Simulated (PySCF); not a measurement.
# C₃H₈FNSi: electronic excitations and core binding energies

Wanted: the electronic excitations and core binding energies of C₃H₈FNSi (`F[C@H]1CCN[SiH2]1`), by calculation.

The runs use PySCF 2.14.0, with density-fitted response routines of our own; the level of theory stands in each step. All values are computed, except where a source is named. Atoms count from 0, in the outputs and in this text.

### 1 The molecule as given

14 atoms, charge 0, multiplicity 1; geometry from: GFN2-xTB.

Bonds of the start (Å): F0–C1 1.39, C1–C2 1.52, C2–C3 1.53, C3–N4 1.45, N4–Si5 1.71, Si5–C1 1.92, C1–H6 1.09, C2–H7 1.09, C2–H8 1.09, C3–H9 1.10, C3–H10 1.09, N4–H11 1.01, Si5–H12 1.46, Si5–H13 1.46.

### 2 Excited states and response: PBE0/def2-SVPD

Job settings and geometry (Å):

```
{"job": {"kind": "uv", "xc": "PBE0", "basis": "def2-SVPD", "nstates": 8, "ntriplets": 3}, "charge": 0, "multiplicity": 1}
F     -0.390121    -1.384942     1.654856
C     -0.249826    -1.218420     0.278458
C     -1.214212    -0.141873    -0.200809
C     -0.550362     1.214871     0.022174
N      0.838211     1.055204    -0.374181
Si     1.489948    -0.507131    -0.106736
H     -0.493668    -2.193182    -0.150165
H     -1.380475    -0.291468    -1.268149
H     -2.169468    -0.206270     0.321662
H     -0.637671     1.506034     1.077058
H     -1.024617     1.990334    -0.586991
H      1.366106     1.911191    -0.395604
H      2.057420    -1.032354    -1.348258
H      2.358056    -0.702467     1.054517
```

Level: TDDFT PBE0/def2-SVPD, vertical, gas phase, core orbitals frozen in the response.

Command:

```console
OMP_NUM_THREADS=1 python probes_run.py task.json out
```

One launch serves the whole session: the jobs run in the order shown.

The program printed:

```text
coarse grid: 11992 points
cycle   1  E = -562.4057347500  dE =  6.158e-01  |g| = 5.139e-01  |ddm| = 4.818e+00
cycle   2  E = -562.3562646865  dE =  4.947e-02  |g| = 7.348e-01  |ddm| = 1.432e+00
cycle   3  E = -562.4600804014  dE = -1.038e-01  |g| = 5.249e-02  |ddm| = 7.884e-01
cycle   4  E = -562.4605210637  dE = -4.407e-04  |g| = 2.596e-02  |ddm| = 1.012e-01
cycle   5  E = -562.4606829552  dE = -1.619e-04  |g| = 4.934e-03  |ddm| = 4.676e-02
cycle   6  E = -562.4606882640  dE = -5.309e-06  |g| = 1.368e-03  |ddm| = 1.070e-02
final grid: 111128 points
cycle   7  E = -562.5310764370  dE = -2.548e-05  |g| = 9.986e-03  |ddm| = 9.759e-02
cycle   8  E = -562.5310516525  dE =  2.478e-05  |g| = 1.482e-02  |ddm| = 2.673e-02
cycle   9  E = -562.5310990458  dE = -4.739e-05  |g| = 9.051e-04  |ddm| = 1.534e-02
cycle  10  E = -562.5310992088  dE = -1.630e-07  |g| = 2.592e-04  |ddm| = 1.431e-03
cycle  11  E = -562.5310992229  dE = -1.415e-08  |g| = 3.834e-05  |ddm| = 5.185e-04
cycle  12  E = -562.5310992233  dE = -3.554e-10  |g| = 1.097e-05  |ddm| = 1.523e-04
converged SCF energy = -562.5310992233

Static polarisability (au): isotropic 67.668, principal 60.931 66.559 75.514

Singlet excitations
state   eV       nm        f      main configurations
  1   5.7473    215.7   0.00949   H->L 0.99
  2   6.1695    201.0   0.00331   H->L+1 0.95
  3   6.8712    180.4   0.00794   H->L+2 0.93
  4   7.0174    176.7   0.00886   H->L+3 0.73, H->L+4 0.19
  5   7.2116    171.9   0.00133   H->L+4 0.71, H->L+3 0.21
  6   7.3565    168.5   0.06029   H-1->L 0.67, H->L+5 0.25
  7   7.3915    167.7   0.01555   H->L+5 0.66, H-1->L 0.25
  8   7.6021    163.1   0.00662   H-1->L+1 0.87

Triplet excitations (Tamm-Dancoff, eV): 5.4497 6.0097 6.5905
```

Wall time 34 s (1 thread of Arm Neoverse V1, shared host); peak memory 0.76 GiB.

Frontier orbitals and where they lie:

```tsv
orbital	eV	atoms
HOMO−3	-9.85	Si5 33 %, H12 25 %, H13 14 %
HOMO−2	-9.28	F0 30 %, C1 20 %, C2 18 %
HOMO−1	-8.18	C1 30 %, F0 23 %, Si5 20 %
HOMO	-6.80	N4 55 %, C3 12 %, Si5 10 %
LUMO	0.34	Si5 38 %, H13 12 %, H11 11 %
LUMO+1	0.61	Si5 25 %, C3 10 %, C2 9 %
LUMO+2	1.30	Si5 33 %, C1 13 %, F0 12 %
```

With each of the 8 states as a Gaussian band of 0.4 eV half-width at 1/e, the curve within the window shown has maxima at 214 nm (ε 430), 169 nm (ε 3,500) L/(mol cm). Beyond the last state computed it falls off for lack of states. The curve at chosen wavelengths:

nm, ε (L/mol/cm) and a bar:
```
      157        662 #####
      160       1442 ############
      164       2746 #######################
      167       3420 #############################
      170       3509 ##############################
      174       2842 ########################
      177       2115 ##################
      180       1456 ############
      184        823 #######
      187        525 ####
      190        346 ###
      194        245 ##
      197        237 ##
      200        265 ##
      203        311 ##
      207        377 ###
      210        416 ###
      213        434 ###
      217        419 ###
      220        380 ###
      223        324 ##
      227        239 ##
      230        178 #
      233        127 #
      237         74 
      240         47
```

Leading natural transition orbitals of singlet state 6: the hole lies on C1 32 %; F0 21 %; Si5 16 %; the particle on H12, H13 about 21 % each; Si5 16 %; H11 15 %.

Leading natural transition orbitals of singlet state 1: the hole lies on N4 59 %; H9, H11 about 8 % each; H12, H13 about 6 % each; the particle on H11, H13 about 22 % each; H12 19 %; Si5 15 %.

Ground-state properties from the same run:

```tsv
property	computed
dipole moment (D)	1.87
polarisability (Å³)	10.03
HOMO–LUMO gap (eV)	7.14
−ε(HOMO) (eV)	6.80
```

The fields below are evaluated on a grid from the run's orbitals.

Frontier orbitals at PBE0/def2-SVPD, with the share of their density that lies nearest to each atom:

```tsv
orbital	energy (eV)	lies on
HOMO	-6.80	N4 58 %; H9 10 %; H11, H12, H13 about 6 % each
LUMO	0.34	H11, H12, H13 about 21 % each; Si5 14 %
```

ELF in a plane through or near 8 of the atoms.

Ten even steps from ' ' (0.00) to '@' (0.99):
```
                                                        
                                                        
                                                        
                      ::**##==..                        
                    ::**@@@@%%==                        
                    ::**@@@@%%++    --####::            
                  ..::++%%%%##==..==@@@@@@%%::          
          ....::::::**%%--##**%%++##@@@@@@%%==          
          ..----  ++..--%%******::::##%%##--            
          ::--::..**##..--..::++####++::..              
          ....::....::**##++++++==++++::..              
              ..::**@@@@**++@@##::::%%%%##::            
                ..==##**----%%%%**%%@@@@@@%%::          
                  ::##@@@@%%++::::**@@@@@@**..          
                  --%%@@@@%%--    ..++##**..            
                  ..++####++..                          
                    ........                            
                                                        
                                                        
                                                        
```
The map spans 10.0 Å across and 9.9 Å up, centred on the molecule. Atoms in the plane (x, y in Å): C1 (-0.4, -1.2), C2 (1.0, -0.7), C3 (1.1, 0.8), N4 (-0.2, 1.4), Si5 (-1.5, 0.3), H8 (1.8, -1.3), H10 (1.9, 1.3), H11 (-0.2, 2.4).

On the surface of density 0.002 e/bohr³ the electrostatic potential runs, from the 1st to the 99th percentile, from -1.17 V near F0 to 1.59 V near H11.

### 3 Core holes by ΔSCF: SCAN, X2C

The job, as its differences from that of step 2:

```diff
@@ -1,2 +1,2 @@
-{"job": {"kind": "uv", "xc": "PBE0", "basis": "def2-SVPD", "nstates": 8, "ntriplets": 3}, "charge": 0, "multiplicity": 1}
+{"job": {"kind": "xps"}, "charge": 0, "multiplicity": 1}
 F     -0.390121    -1.384942     1.654856
```

Level: delta-SCF UKS SCAN, pcX-2 on the ionised atom, pcseg-1 elsewhere, spin-free X2C.

The program printed:

```text
ground state, core basis on atom 0 (F), 159 functions
  cycle   1  E = -563.72898977  |g| = 6.88e-01
  cycle   2  E = -563.56977969  |g| = 1.17e+00
  cycle   3  E = -563.81637576  |g| = 9.84e-02
  cycle   4  E = -563.81785312  |g| = 5.19e-02
  cycle   5  E = -563.81845552  |g| = 1.21e-02
  cycle   6  E = -563.81848373  |g| = 5.96e-03
  cycle   7  E = -563.81848990  |g| = 1.25e-03
  cycle   8  E = -563.81848863  |g| = 4.27e-04
  E(ground) = -563.85921345 Eh
hole in F 1s of atom 0
  cycle   1  E = -537.49089491  |g| = 2.58e+00
  cycle   2  E = -535.82439681  |g| = 2.60e+00
  cycle   3  E = -537.44073415  |g| = 1.33e+00
  cycle   4  E = -538.35993005  |g| = 3.04e-01
  cycle   5  E = -538.37812089  |g| = 1.60e-01
  cycle   6  E = -538.38765043  |g| = 6.05e-02
  cycle   7  E = -538.38935863  |g| = 4.99e-03
  cycle   8  E = -538.38936753  |g| = 3.00e-03
  cycle   9  E = -538.38937203  |g| = 7.80e-04
  cycle  10  E = -538.38937218  |g| = 2.80e-04
  E(ion) = -538.43565287 Eh   <S^2> = 0.7572   hole on atom = 1.000   binding energy = 691.810 eV
ground state, core basis on atom 1 (C), 159 functions
  cycle   1  E = -563.77833392  |g| = 8.28e-02
  cycle   2  E = -563.77706740  |g| = 1.08e-01
  cycle   3  E = -563.77881305  |g| = 2.35e-02
  cycle   4  E = -563.77890125  |g| = 5.43e-03
  cycle   5  E = -563.77890723  |g| = 8.72e-04
  cycle   6  E = -563.77890965  |g| = 1.35e-04
  E(ground) = -563.81682451 Eh
hole in C 1s of atom 1
  cycle   1  E = -552.47617060  |g| = 1.51e+00
  cycle   2  E = -549.38493910  |g| = 2.67e+00
  cycle   3  E = -552.61080873  |g| = 1.00e+00
  cycle   4  E = -552.96555554  |g| = 4.56e-01
  cycle   5  E = -553.03649701  |g| = 1.61e-01
  cycle   6  E = -553.04242356  |g| = 7.99e-02
  cycle   7  E = -553.04514272  |g| = 1.07e-02
  cycle   8  E = -553.04519797  |g| = 4.67e-03
  cycle   9  E = -553.04521036  |g| = 2.28e-03
  cycle  10  E = -553.04521471  |g| = 9.46e-04
  cycle  11  E = -553.04521475  |g| = 3.01e-04
  E(ion) = -553.08332872 Eh   <S^2> = 0.7727   hole on atom = 1.000   binding energy = 292.073 eV
ground state, core basis on atom 2 (C), 159 functions
  cycle   1  E = -563.77438230  |g| = 5.78e-02
  cycle   2  E = -563.77435926  |g| = 1.97e-02
  cycle   3  E = -563.77435372  |g| = 2.07e-02
  cycle   4  E = -563.77444615  |g| = 2.83e-03
  cycle   5  E = -563.77444745  |g| = 6.73e-04
  cycle   6  E = -563.77444765  |g| = 6.67e-05
  E(ground) = -563.81333170 Eh
hole in C 1s of atom 2
  cycle   1  E = -552.52492881  |g| = 1.51e+00
  cycle   2  E = -551.73294535  |g| = 1.92e+00
  cycle   3  E = -553.03014613  |g| = 3.96e-01
  cycle   4  E = -553.06533683  |g| = 2.75e-01
  cycle   5  E = -553.08975703  |g| = 5.63e-02
  cycle   6  E = -553.09077255  |g| = 1.31e-02
  cycle   7  E = -553.09081338  |g| = 9.82e-03
  cycle   8  E = -553.09085746  |g| = 2.17e-03
  cycle   9  E = -553.09086143  |g| = 1.20e-03
  cycle  10  E = -553.09086307  |g| = 5.96e-04
  cycle  11  E = -553.09086324  |g| = 7.66e-05
  E(ion) = -553.12855803 Eh   <S^2> = 0.7685   hole on atom = 1.000   binding energy = 290.748 eV
ground state, core basis on atom 3 (C), 159 functions
  cycle   1  E = -563.77463085  |g| = 5.84e-02
  cycle   2  E = -563.77459467  |g| = 2.30e-02
  cycle   3  E = -563.77460959  |g| = 2.22e-02
  cycle   4  E = -563.77470860  |g| = 3.37e-03
  cycle   5  E = -563.77471109  |g| = 6.23e-04
  cycle   6  E = -563.77471112  |g| = 5.46e-05
  E(ground) = -563.81298860 Eh
hole in C 1s of atom 3
  cycle   1  E = -552.50149947  |g| = 1.51e+00
  cycle   2  E = -551.59354996  |g| = 1.99e+00
  cycle   3  E = -553.01461660  |g| = 3.45e-01
  cycle   4  E = -553.05921161  |g| = 1.09e-01
  cycle   5  E = -553.06253460  |g| = 6.15e-02
  cycle   6  E = -553.06385309  |g| = 1.42e-02
  cycle   7  E = -553.06392083  |g| = 8.52e-03
  cycle   8  E = -553.06395939  |g| = 2.63e-03
  cycle   9  E = -553.06396475  |g| = 1.52e-03
  cycle  10  E = -553.06396755  |g| = 1.06e-03
  cycle  11  E = -553.06396901  |g| = 1.21e-04
  E(ion) = -553.10128150 Eh   <S^2> = 0.7712   hole on atom = 1.000   binding energy = 291.480 eV
ground state, core basis on atom 4 (N), 159 functions
  cycle   1  E = -563.78728421  |g| = 7.45e-02
  cycle   2  E = -563.78722180  |g| = 2.77e-02
  cycle   3  E = -563.78717469  |g| = 3.18e-02
  cycle   4  E = -563.78737976  |g| = 4.45e-03
  cycle   5  E = -563.78738266  |g| = 5.88e-04
  cycle   6  E = -563.78738159  |g| = 1.02e-04
  E(ground) = -563.82473920 Eh
hole in N 1s of atom 4
  cycle   1  E = -548.22143755  |g| = 1.87e+00
  cycle   2  E = -547.50394957  |g| = 2.12e+00
  cycle   3  E = -548.87500138  |g| = 3.93e-01
  cycle   4  E = -548.92396344  |g| = 1.22e-01
  cycle   5  E = -548.92886514  |g| = 6.31e-02
  cycle   6  E = -548.93017608  |g| = 1.53e-02
  cycle   7  E = -548.93025742  |g| = 5.88e-03
  cycle   8  E = -548.93027238  |g| = 1.68e-03
  cycle   9  E = -548.93027356  |g| = 6.34e-04
  cycle  10  E = -548.93027488  |g| = 2.62e-04
  E(ion) = -548.96634831 Eh   <S^2> = 0.7651   hole on atom = 1.000   binding energy = 404.317 eV
ground state, core basis on atom 5 (Si), 170 functions
  cycle   1  E = -563.87153408  |g| = 2.87e-01
  cycle   2  E = -563.87160093  |g| = 3.86e-02
  cycle   3  E = -563.87158172  |g| = 3.13e-02
  cycle   4  E = -563.87171962  |g| = 9.91e-03
  cycle   5  E = -563.87173931  |g| = 1.44e-03
  cycle   6  E = -563.87173907  |g| = 2.10e-04
  E(ground) = -563.86901244 Eh
hole in Si 1s of atom 5
  cycle   1  E = -494.95121258  |g| = 4.35e+00
  cycle   2  E = -494.96894601  |g| = 2.18e+00
  cycle   3  E = -495.60406117  |g| = 8.45e-01
  cycle   4  E = -495.95619412  |g| = 3.49e-01
  cycle   5  E = -495.99858063  |g| = 1.49e-01
  cycle   6  E = -496.00746038  |g| = 3.28e-02
  cycle   7  E = -496.00779056  |g| = 1.82e-02
  cycle   8  E = -496.00796180  |g| = 3.64e-03
  cycle   9  E = -496.00796569  |g| = 1.26e-03
  cycle  10  E = -496.00796678  |g| = 5.17e-04
  cycle  11  E = -496.00796577  |g| = 1.31e-04
  E(ion) = -496.01308707 Eh   <S^2> = 0.7522   hole on atom = 1.000   binding energy = 1846.454 eV
hole in Si 2p of atom 5
  cycle   1  E = -559.60875673  |g| = 1.24e+00
  cycle   2  E = -559.41860661  |g| = 1.16e+00
  cycle   3  E = -559.86987551  |g| = 3.42e-01
  cycle   4  E = -559.92469246  |g| = 1.34e-01
  cycle   5  E = -559.93055323  |g| = 5.27e-02
  cycle   6  E = -559.93182432  |g| = 1.34e-02
  cycle   7  E = -559.93190343  |g| = 4.92e-03
  cycle   8  E = -559.93191604  |g| = 9.00e-04
  cycle   9  E = -559.93191700  |g| = 3.86e-04
  E(ion) = -559.94036170 Eh   <S^2> = 0.7525   hole on atom = 1.002   binding energy = 106.904 eV
  2p3/2 = 106.676 eV   2p1/2 = 107.299 eV
```

Run time: 79 s. Hardware: 1 thread of Arm Neoverse V1, shared host; peak memory 0.55 GiB.

Binding energies by hole, beside the orbital energy of the ground state; the difference holds orbital relaxation and, for a density functional, its self-interaction error:

```tsv
hole	stands for	environment	ΔSCF (eV; 2p as the shell's mean)	−ε (eV)	⟨S²⟩
F1s on F0	F0	fluorine on an sp3 carbon	691.81	666.0	0.757
C1s on C1	C1	sp3 CH bonded to F and Si	292.07	275.2	0.773
C1s on C2	C2	sp3 CH2 in a ring	290.75	273.8	0.769
C1s on C3	C3	sp3 CH2 bonded to N	291.48	274.4	0.771
N1s on N4	N4	nitrogen bonded to C, Si, H, in a 5-membered ring	404.32	385.4	0.765
Si1s on Si5	Si5	silicon bonded to C, N, 2 H, in a 5-membered ring	1846.45	1793.2	0.752
Si2p on Si5	Si5	silicon bonded to C, N, 2 H, in a 5-membered ring	106.88	96.1	0.752
```

With the spin-orbit splitting: Si5 2p3/2 106.68, 2p1/2 107.30 eV. The table gives each 2p level as the mean over the whole 2p shell (two parts 2p3/2, one part 2p1/2), which differs a little from the single hole in the log.

### 4 Summary of results

| quantity | value |
| --- | --- |
| lowest singlet (PBE0/def2-SVPD) | 5.75 eV (216 nm), f = 0.009 |
| brightest single state of those computed | state 6, 7.36 eV, f = 0.060 |
| lowest triplet | 5.45 eV |
| surface potential, 1st and 99th percentile | -1.17 V and 1.59 V |
| C1s binding energies, SCAN/pcX-2 | C1 292.07, C3 291.48, C2 290.75 eV |
| F1s binding energies, SCAN/pcX-2 | F0 691.81 eV |
| N1s binding energies, SCAN/pcX-2 | N4 404.32 eV |
| Si1s binding energies, SCAN/pcX-2 | Si5 1846.45 eV |
| Si2p binding energies, SCAN/pcX-2 | Si5 106.88 eV |

What this shows: The first singlet state (HOMO→LUMO 0.99) lies at 5.75 eV and is weak; of the 8 states computed, the strongest absorption comes from state 6 at 7.36 eV. The lowest triplet lies 0.30 eV below the lowest singlet (triplets in Tamm-Dancoff, singlets in full TDDFT). States above −ε(HOMO) lie where TDDFT describes them poorly and they hang on the basis; the brightest is among them. The C1s levels kept as sound span 1.33 eV, from C2 (sp3 CH2 in a ring) up to C1 (sp3 CH bonded to F and Si).
